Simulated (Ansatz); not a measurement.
# C2H4AlClFN: molecular dynamics

Purpose: to follow the molecule's vibrations and see whether its bonds hold. The start is relaxed first. Runs: 459 steps of 0.5 fs at constant energy, with velocities drawn for 500 K. SMILES of the start: N[C]1(F)[CH2][Al]1[Cl].

Method: RKS PBE-D4/STO-3G, in Ansatz 0.2.0.

**1. The structure to begin with**

Bond lengths: N1–C2 1.453 Å, C2–F3 1.353 Å, C2–C4 1.550 Å, C2–Al5 1.976 Å, C4–Al5 2.022 Å, Al5–Cl6 2.237 Å, N1–H7 0.996 Å, N1–H8 1.028 Å, C4–H9 1.111 Å, C4–H10 1.035 Å. Angles (14 of 18 angles, heavy atoms first): N1–C2–F3 112.9°, N1–C2–C4 116.2°, N1–C2–Al5 119.4°, F3–C2–C4 112.1°, F3–C2–Al5 119.9°, C4–C2–Al5 68.7°, C2–C4–Al5 65.7°, C2–Al5–C4 45.6°, C2–Al5–Cl6 147.5°, C4–Al5–Cl6 146.7°, C2–N1–H7 109.7°, C2–N1–H8 105.0°, C2–C4–H9 109.4°, C2–C4–H10 116.2°.

Structure file:

```xyz
10

N    -0.7699   -1.3906    0.3279
C     0.1601   -0.2744    0.3366
F     1.2138   -0.4731    1.1619
C     0.5985    0.2615   -1.0502
Al   -0.5192    1.5557    0.0281
Cl   -0.7379    3.6433    0.8029
H    -0.2810   -2.2328    0.1173
H    -1.1651   -1.4150    1.2770
H    -0.0196   -0.2128   -1.8424
H     1.6033    0.4871   -1.1560
```

**2. Relaxing the start**

The input, input.yaml:

```yaml
crystal:
  periodic: [false, false, false]
  atoms:
    - { symbol: "N", position_ang: [-0.7699, -1.3906, 0.3279] }
    - { symbol: C, position_ang: [0.1601, -0.2744, 0.3366] }
    - { symbol: F, position_ang: [1.2138, -0.4731, 1.1619] }
    - { symbol: C, position_ang: [0.5985, 0.2615, -1.0502] }
    - { symbol: Al, position_ang: [-0.5192, 1.5557, 0.0281] }
    - { symbol: Cl, position_ang: [-0.7379, 3.6433, 0.8029] }
    - { symbol: H, position_ang: [-0.281, -2.2328, 0.1173] }
    - { symbol: H, position_ang: [-1.1651, -1.415, 1.277] }
    - { symbol: H, position_ang: [-0.0196, -0.2128, -1.8424] }
    - { symbol: H, position_ang: [1.6033, 0.4871, -1.156] }
basis:
  gaussian: { orbitals: STO-3G }
hamiltonian:
  xc: pbe
  dispersion: d4
relax:
  f_tol: 0.02
  max_steps: 40
```

On the command line:

```bash
$ ansatz run input.yaml --threads 1 --pin off --max-ram 2048MiB --backend cpu --events-out ev --progress --plain --runs-dir out
```

Further steps of the session: The run.

Q: Predict the outcome of this session. Wanted: relaxation of the start; temperature, first and last step; temperature, second half; potential energy, second half; largest change of the total energy; bonds formed or broken.

The runs gave:

```
                          quantity                          value
           relaxation of the start       16 moves, 2.405 eV lower
                            length            459 steps of 0.5 fs
  temperature, first and last step                  500 and 242 K
          temperature, second half  mean 252 K, from 100 to 428 K
     potential energy, second half    +26 meV/atom from the start
largest change of the total energy                  0.48 meV/atom
            bonds formed or broken                              0
```

The temperature starts at 500 K and averages 252 K in the second half, where it ranges from 100 to 428 K. About half is expected from a start at a minimum: kinetic energy passes into potential energy until both shares match. The total energy strays from its start by at most 0.48 meV/atom, 1.9 % of the mean kinetic energy, so a step of 0.5 fs is short enough over this time. No bond forms or breaks. A run of 230 fs with 10 atoms shows the motion but fixes no equilibrium value. The nuclei move classically, without zero-point motion, which matters most for hydrogen. In so small a basis the energies are only a sketch.
